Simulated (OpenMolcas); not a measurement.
# W⁵⁺ among point charges: CASSCF and CASPT2 levels and susceptibility

Aim: the splitting of the states of W⁵⁺ in the field of 6 point charges, its lowest levels with spin-orbit coupling and its magnetic susceptibility.

Program: OpenMolcas 26.06. Level of theory: state-averaged CASSCF and CASPT2, spin-orbit coupling by RASSI with atomic mean-field integrals. These are calculated values, not measurements, unless marked.

## (1) The system

| Property | Result |
| --- | --- |
| Species | W⁵⁺ (tungsten, Z = 74, 69 electrons) |
| Basis | ANO-RCC-VDZP [7s6p4d2f1g], 68 functions |
| Scalar Hamiltonian | DKH2, point nucleus |
| Inactive shells | 1s 2s 2p 3s 3p 3d 4s 4p 4d 4f 5s 5p |
| Active space | 1 electron in 5 orbitals (5d) |
| Some configurations of this space | 5d |
| Orbitals | optimised for each spin and parity, averaged over all roots |

The outer shells:

5d
```
5d [↑ ][  ][  ][  ][  ]
```

The ion sits among 6 point charges of -1.36 e arranged as an octahedron (Oh), 1.96 Å from the ion.

The work runs as a chain of OpenMolcas steps in one folder; each step below is one input file. Labels, J, g values, rates, χT and fits are worked out afterwards by a script from the matrices that RASSI stores. The input lists half of the charges; inversion (Group=XYZ) makes the rest.

## (2) One- and two-electron integrals

a.inp

```
&GATEWAY
Coord
1

W 0.0 0.0 0.0
Basis=ANO-RCC-VDZP
Group=XYZ
NoMove
AngMom=0.0 0.0 0.0
AMFI
XField
3 Angstrom 0
1.960000 0.000000 0.000000 -1.360000
0.000000 1.960000 0.000000 -1.360000
0.000000 0.000000 1.960000 -1.360000
&SEWARD
```

On the command line:

```
$ OMP_NUM_THREADS=1 MOLCAS_MEM=1689 MOLCAS_PROJECT=a pymolcas a.inp > a.log
```

The log of the run:

```text
Basis set label: W.ANO-RCC...7S6P4D2F1G.

      Electronic valence basis set:
      ------------------
      Associated Effective Charge  74.000000 au
      Associated Actual Charge     74.000000 au
      Nuclear Model: Point charge

      Shell  nPrim  nBasis  Cartesian Spherical Contaminant
         s      24       7        X
         p      21       6        X
         d      15       4                 X
         f      11       2                 X
         g       4       1                 X
                  Relativistic Douglas-Kroll-Hess integrals:
                    - DKH order of Hamiltonian: 2
                    - DKH order of Properties : 0
                  Atomic mean-field integrals
```

## (3) CASSCF: doublets of even parity, 5 roots

a.inp

```
&RASSCF
FileOrb=start.orb
Symmetry=1
Spin=2
nActEl=1 0 0
Inactive=15 19
Ras2=5 0
CIRoot=5 5 1
SDav=5
CIMx=300
Iter=120 100
PrWF=0.3
OrbListing=Nothing
MaxOrb=0
>>> COPY $Project.JobIph JOB001
```

start.orb holds the contracted functions of the basis, ordered by shell, or the orbitals of the step before.

The log of the run (excerpt; [...] marks lines left out):

```text
[...]
      Number of active orbitals                  5
[...]
      Spin quantum number                      0.5
[...]
      Active orbitals                            5   0
[...]
      Number of CSFs                             5
      Number of root(s) required                 5
[...]
      Convergence after  8 iterations
[...]
      Natural orbitals and occupation numbers for root  1
      sym 1:   1.000000   0.000000   0.000000   0.000000   0.000000
      Natural orbitals and occupation numbers for root  2
      sym 1:  -0.000000   0.000000  -0.000000   1.000000  -0.000000
      Natural orbitals and occupation numbers for root  3
      sym 1:  -0.000000   1.000000   0.000000   0.000000  -0.000000
::    RASSCF root number  1 Total energy: -16133.50042526
::    RASSCF root number  2 Total energy: -16133.50042526
::    RASSCF root number  3 Total energy: -16133.50042526
::    RASSCF root number  4 Total energy: -16133.45482284
::    RASSCF root number  5 Total energy: -16133.45482284
```

## (4) RASSI: spin-orbit coupling between the states

a.inp

```
&RASSI
NrOfJobIphs=1 5
1 2 3 4 5
IphNames
JOB001
EJob
SpinOrbit
DIPRint=1.0
SOCoupling=1000.0
Subsets=2
Property=9
'ANGMOM' 1 'ANGMOM' 2 'ANGMOM' 3 'MLTPL  1' 1 'MLTPL  1' 2 'MLTPL  1' 3
'AMFI' 1 'AMFI' 2 'AMFI' 3
SOProperty=3
'ANGMOM' 1 'ANGMOM' 2 'ANGMOM' 3
```

The log of the run (excerpt; [...] marks lines left out):

```text
SPIN-FREE ENERGIES:
  (Shifted by EMIN (a.u.) =     -16133.5004252602)
 SF State       Relative EMIN(au)   Rel lowest level(eV)    D:o, cm**(-1)      L_eff
     1             0.0000000000        0.0000000000              0.0000         2.0
     2             0.0000000000        0.0000000000              0.0000         2.0
     3             0.0000000000        0.0000000000              0.0000         2.0
     4             0.0456024167        1.2409049755          10008.5736         2.0
     5             0.0456024167        1.2409049755          10008.5736         2.0
     Dipole printing threshold changed to   1.00000000E+00
Eigenvalues of complex Hamiltonian:
   -----------------------------------
  (Shifted by EMIN (a.u.) =     -16133.5004252602)
 SO State       Relative EMIN(au)   Rel lowest level(eV)    D:o, cm**(-1)     J-value
     1            -0.0168365807        0.0000000000              0.0000         1.5
     2            -0.0168365807        0.0000000000              0.0000         1.2
     3            -0.0168365807        0.0000000000              0.0000         1.3
     4            -0.0168365807        0.0000000000              0.0000         1.1
     5             0.0175110525        0.9346467157           7538.4342         2.0
     6             0.0175110525        0.9346467157           7538.4342         2.0
     7             0.0536834712        1.9189483719          15477.3624         1.9
     8             0.0536834712        1.9189483719          15477.3624         1.9
     9             0.0536834712        1.9189483719          15477.3624         1.8
    10             0.0536834712        1.9189483719          15477.3624         1.8
Weights of the five most important spin-orbit-free states for each spin-orbit state.
[...]
```

These steps: 1.5 s of run time, 1 thread, shared host.

States without spin-orbit coupling:

```
state  degeneracy  E (cm-1)  free-ion L (%)
  2T2           3         0         D (100)
   2E           2     10009         D (100)
```

With spin-orbit coupling:

```
E (cm-1)  Degeneracy  Label  2S+1               g
     0.0           4     Γ8     2                
    7538           2     Γ7     2  2.00 2.00 2.00
   15477           4     Γ8     2
```

Principal g values are given for doublets only; a zero marks a field direction without first-order Zeeman splitting.

Powder χT (cm³ K/mol): 0.16 at 2 K, 0.16 at 5 K, 0.16 at 10 K, 0.16 at 20 K, 0.16 at 50 K, 0.17 at 100 K, 0.17 at 150 K, 0.17 at 200 K, 0.17 at 250 K, 0.18 at 300 K.

A ligand-field fit to the states below 45000 cm-1 gives 10Dq = 10009 cm-1, the gap between the two states.

## (5) CASPT2: IPEA 0.25, imaginary shift 0.1 (closed shells correlated: 4f 5s 5p)

a.inp

```
>>> COPY JOB001 $Project.JobIph
&CASPT2
Multistate=5 1 2 3 4 5
NoMult
Frozen=14 9
IPEA=0.25
Imaginary=0.1
MaxIter=60
WThr=0.0 0.3 0.05
PrWF=0.5
NoMix
```

On the command line:

```
$ OMP_NUM_THREADS=1 MOLCAS_MEM=1689 MOLCAS_PROJECT=a pymolcas a.inp > a.log
```

The log of the run:

```text
Orbital specifications:
      -----------------------

      Symmetry species                           1   2
                                                ag  au
      Frozen orbitals                           14   9
      Inactive orbitals                          1  10
      Active orbitals                            5   0
      Secondary orbitals                        16  13
      Deleted orbitals                           0   0
      Number of basis functions                 36  32
Type of calculation                        SS-CASPT2
      Fock operator                              state-specific
      IPEA shift                                 0.25
      Real shift                                 0.00
      Imaginary shift                            0.10
      The input orbitals will be transformed to quasi-canonical
Reference energy:      -16133.5004252602
      E2 (Non-variational):      -0.7259011178
      Shift correction:          -0.0000974646
      E2 (Variational):          -0.7259985825
      Total energy:          -16134.2264238426
      Residual norm:              0.0000001032
      Reference weight:           0.93128
      Contributions to the CASPT2 correlation energy
      Active & Virtual Only:          0.0000000000
      One Inactive Excited:          -0.0432932846
      Two Inactive Excited:          -0.6826078332
Reference energy:      -16133.5004252602
      E2 (Non-variational):      -0.7260838285
      Shift correction:          -0.0000976876
      E2 (Variational):          -0.7261815161
      Total energy:          -16134.2266067762
      Residual norm:              0.0000001036
      Reference weight:           0.93121
      Contributions to the CASPT2 correlation energy
      Active & Virtual Only:          0.0000000000
      One Inactive Excited:          -0.0434732913
      Two Inactive Excited:          -0.6826105372
::    CASPT2 Root  1     Total energy: -16134.22642384
::    CASPT2 Root  2     Total energy: -16134.22660678
::    CASPT2 Root  3     Total energy: -16134.22642911
::    CASPT2 Root  4     Total energy: -16134.18077080
::    CASPT2 Root  5     Total energy: -16134.18073882
```

Time for this run: 0.77 s (1 thread, shared host).

SS-CASPT2: lowest energy less the reference's lowest, -0.7261 hartree; reference weights 0.931.

States without spin-orbit coupling:

```
state  degeneracy  E (cm-1)  free-ion L (%)
  2T2           3         0         D (100)
   2E           2     10037         D (100)
```

With spin-orbit coupling:

```
E (cm-1)  Degeneracy  Label  2S+1               g
       0           4     Γ8     2                
    7540           2     Γ7     2  2.00 2.00 2.00
   15500           4     Γ8     2
```

Powder χT (cm³ K/mol): 0.16 at 2 K, 0.16 at 5 K, 0.16 at 10 K, 0.16 at 20 K, 0.16 at 50 K, 0.17 at 100 K, 0.17 at 150 K, 0.17 at 200 K, 0.17 at 250 K, 0.18 at 300 K.

A ligand-field fit to the states below 45000 cm-1 gives 10Dq = 10037 cm-1, the gap between the two states.

## (6) The methods side by side

A. CASSCF
B. SS-CASPT2, IPEA 0.25, imaginary shift 0.1 (closed shells correlated: 4f 5s 5p)

```
method  ground state  first state of that spin (cm-1)  first gap with spin-orbit (cm-1)  χT at 300 K
     A           2T2                         2E 10010                            7538.4         0.18
     B           2T2                         2E 10040                            7535.2         0.18
```

## (7) Outcome

| quantity | value |
| --- | --- |
| method | SS-CASPT2, IPEA 0.25, imaginary shift 0.1 (closed shells correlated: 4f 5s 5p) |
| spin-free ground state | 2T2, 3-fold in its orbital part |
| first state of the same spin within the active space | 2E at 10000 cm⁻¹ |
| lowest level | 4-fold Γ8 |
| next level | 7535.2 cm⁻¹ |
| χT at 300 K | 0.18 cm³ K/mol |
| effective moment at 300 K | 1.19 μB |

Cost by method:

```
                                                 method  time of its own steps  time with the reference
                                              A. CASSCF                  1.5 s                    1.5 s
B. SS-CASPT2, IPEA 0.25, imaginary shift 0.1, +4f 5s 5p                 0.77 s                    2.3 s
```

Times are of one thread on a shared host.

**Reading.** The spin-free ground state (2T2) comes to 100 % from free-ion D terms and keeps the highest spin of the shell. χT at 300 K is 0.18, against 0.38 cm³ K/mol for the spin alone, so orbital moment lowers it. A ligand-field fit to the states below 45000 cm-1 gives 10Dq = 10037 cm-1, the gap between the two states. CASPT2 does not keep the components of a term degenerate, and the means are used. The field of point charges can differ much from that of real complexes. Point charges carry no covalency, so the field is a model and not that of real ligands.
